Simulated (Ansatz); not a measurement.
The system is FeAu.

```
CELL_PARAMETERS angstrom
1.41175 0.81507 4.46945
-1.41175 0.81507 4.46945
0.00000 -1.63015 4.46945
ATOMIC_POSITIONS crystal
Au 0.00000 0.00000 0.00000
Fe 0.50000 0.50000 0.50000
```

The cell comes from a database or a generator and needn't be the stable form of this composition.

Base run:

| Property | Result |
| --- | --- |
| Program | Ansatz 0.2.0 |
| Functional | PBE |
| Potentials or basis | Ansatz PAW |
| Cutoff | 420 eV (not typed: the program's choice for these potentials) |
| k mesh | 11 × 11 × 11 |
| Occupations | fermi-dirac, width 0.05 eV |
| Spin | collinear spin, ferromagnetic start |
| Starting moments | [0.0, 3.0] μB |

Its results: band gap on the k mesh none (metal or under the smearing width); pressure -1.0 GPa.

Q: The run is repeated on the same cell with these changes: spin from collinear spin, ferromagnetic start to no spin polarisation. What comes out?

A: Band gap on the k mesh none (metal or under the smearing width); pressure -11.2 GPa.
